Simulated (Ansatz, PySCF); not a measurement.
## Pb2 in two programs

Pb2 (triplet), relaxed with PySCF 2.14.0, UKS BP86, Pb def2-SVP with ECP60; non-relativistic Hamiltonian with scalar-relativistic core potentials where named; density fitting; no spin-orbit coupling:

```xyz
2

Pb    0.0000    0.0000    1.4720
Pb    0.0000    0.0000   -1.4720
```

There the HOMO–LUMO gap over both spins is 0.40 eV. 

The same geometry by Ansatz 0.2.0 (PBE, PAW, a periodic box with 9 Å of vacuum; gaps over both spins; site moments in spheres, but by Gaussian weights under spin-orbit coupling, so that the two can't be compared; unpaired electrons at the start: 2, along z under spin-orbit coupling; the open shells may stand above their lowest state):

| spin-orbit coupling | gap (eV) | spin moment on Pb1 (μB) | largest force component (eV/Å) |
| --- | --- | --- | --- |
| without | 0.44 | 0.26 | 0.13 |

(1) What does the run with spin-orbit coupling give?

The spin-orbit runs use fully relativistic datasets of their own, so changes of a few hundredths of an eV needn't come from the coupling.

The two programs differ in functional, so their gaps don't test each other.

Answers

(1) gap (eV): 0.98, spin moment on Pb1 (μB): 0.00, largest force component (eV/Å): 0.12. It took 30 s on 2 threads of Intel(R) Xeon(R) Platinum 8488C (Sapphire Rapids), with other jobs on the host, peak memory 1.4 GiB.
